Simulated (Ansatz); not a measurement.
# CF6Si: one species, many methods

One table from this session's results is given with a row withheld; the runs are named, their logs left out.

Computed with Ansatz 0.2.0, Gaussian basis. Level: functionals in def2-TZVPP, the program's frozen cores in correlated methods.

The runs, in order: LDA (SPW92), PBE-D4, revPBE-D4, BLYP-D4, r2SCAN-D4, B97M-V, PBE0-D4, B3LYP-D4, r2SCANh-D4, r2SCAN0-D4, HSE06-D4, BHLYP-D4, CAM-B3LYP-D4, LC-ωPBE, ωB97X-V, ωB97M-V, B2PLYP, PBE-QIDH; CCSD(T)/def2-SVP; CCSD(T)/def2-TZVPP; MP2/def2-QZVPP; extrapolation to the limit; RPA on PBE.

### Structure used throughout

The geometry comes from an earlier relaxation with PBE0-D4 in a triple-zeta def2 set; it is a stationary point, not always the lowest conformer.

SMILES `FC(F)(F)[Si](F)(F)F`, 8 atoms, charge 0, spin multiplicity 1.

Atoms are counted from 1 here; the program's logs count them from 0.

Bond lengths: F1–C2 1.340 Å, C2–F3 1.340 Å, C2–F4 1.340 Å, C2–Si5 1.912 Å, Si5–F6 1.565 Å, Si5–F7 1.565 Å, Si5–F8 1.565 Å. Angles: F1–C2–F3 107.6°, F1–C2–F4 107.6°, F1–C2–Si5 111.3°, F3–C2–F4 107.6°, F3–C2–Si5 111.3°, F4–C2–Si5 111.3°, C2–Si5–F6 109.2°, C2–Si5–F7 109.2°, C2–Si5–F8 109.2°, F6–Si5–F7 109.7°, F6–Si5–F8 109.7°, F7–Si5–F8 109.7°.

Set-up of the first run:

The input, in.yaml:

```yaml
crystal:
  periodic: [false, false, false]
  atoms:
    - {symbol: F, position_ang: [-1.881745, -0.051592, 0.283420]}
    - {symbol: C, position_ang: [-0.617956, -0.211836, 0.698352]}
    - {symbol: F, position_ang: [-0.485510, -1.478135, 1.115444]}
    - {symbol: F, position_ang: [-0.435176, 0.585800, 1.759204]}
    - {symbol: Si, position_ang: [0.626291, 0.192765, -0.695895]}
    - {symbol: F, position_ang: [0.428316, 1.677901, -1.149117]}
    - {symbol: F, position_ang: [2.083710, -0.005529, -0.160309]}
    - {symbol: F, position_ang: [0.374170, -0.766473, -1.906899]}
basis:
  gaussian: {orbitals: def2-TZVPP}
hamiltonian: {xc: lda}
output: {orbitals: {seedname: orbitals}}
```

On the command line:

```
$ ansatz run in.yaml --threads 4 --pin off --events-out ev --progress --plain --max-ram 11315MiB
```

Among the steps run: LDA; PBE-D4 (GGA); revPBE-D4 (GGA); BLYP-D4 (GGA); r2SCAN-D4 (meta-GGA); B97M-V (meta-GGA); PBE0-D4 (hybrid); B3LYP-D4 (hybrid); r2SCANh-D4 (hybrid); r2SCAN0-D4 (hybrid); HSE06-D4 (hybrid); BHLYP-D4 (hybrid); CAM-B3LYP-D4 (range-separated); LC-ωPBE (range-separated); ωB97X-V (range-separated); ωB97M-V (range-separated); B2PLYP (double hybrid); PBE-QIDH (double hybrid).

One table of the session follows, with a row left open; its other results are not shown here.

It belongs to the step «Orbital energies across the functionals». 

```
  functional  HOMO (eV)  LUMO (eV)  gap (eV)
 LDA (SPW92)      -9.08      -0.77      8.31
      PBE-D4      -8.82      -0.36      8.46
   revPBE-D4          ?          ?         ?
     BLYP-D4      -8.79      -0.32      8.47
   r2SCAN-D4      -9.23       0.03      9.26
      B97M-V      -9.32      -0.05      9.27
     PBE0-D4     -10.59       0.63     11.22
    B3LYP-D4     -10.39       0.29     10.68
  r2SCANh-D4      -9.89       0.37     10.26
  r2SCAN0-D4     -10.88       0.87     11.75
    HSE06-D4     -10.18       0.25     10.43
    BHLYP-D4     -12.38       1.46     13.84
CAM-B3LYP-D4     -12.15       1.53     13.68
     LC-ωPBE     -13.37       3.00     16.36
     ωB97X-V     -13.04       2.79     15.83
     ωB97M-V     -12.92       2.38     15.30
```

Q: Estimate the row for revPBE-D4 from the others.

As computed: HOMO (eV): -8.72; LUMO (eV): -0.19; gap (eV): 8.53. In the column «HOMO (eV)» it is the highest.
